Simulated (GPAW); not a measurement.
InSb3:

```
CELL_PARAMETERS angstrom
4.80637 0.00000 0.00000
0.00000 4.80637 0.00000
0.00000 0.00000 4.80637
ATOMIC_POSITIONS crystal
Sb 0.50000 0.50000 0.00000
Sb 0.00000 0.50000 0.50000
Sb 0.50000 0.00000 0.50000
In 0.00000 0.00000 0.00000
```

The cell comes from a database or a generator and needn't be the stable form of this composition.

Base run:

* Program: GPAW 26.7.0
* Functional: r2SCAN
* Potentials or basis: GPAW PAW data sets (gpaw-data 1.2.1)
* Cutoff: 600 eV
* Basis: pw
* k mesh: 6 × 6 × 6
* Occupations: fermi-dirac, width 0.05 eV
* Spin: no spin polarisation

Its results: pressure -0.7 GPa.

Problem. After a change of settings the same cell gave: pressure -0.1 GPa. Which change was it?
A. functional from r2SCAN to PBE
B. functional from r2SCAN to LDA; potentials or basis from GPAW PAW data sets (gpaw-data 1.2.1) to the program's PAW data sets (release 1.2.1) made for this functional
C. functional from r2SCAN to PBEsol; potentials or basis from GPAW PAW data sets (gpaw-data 1.2.1) to PAW data sets generated in the run's folder for this functional

Solution. A.

Caveats: the PAW data sets were made with another functional, which shifts forces and pressure a little (some runs).
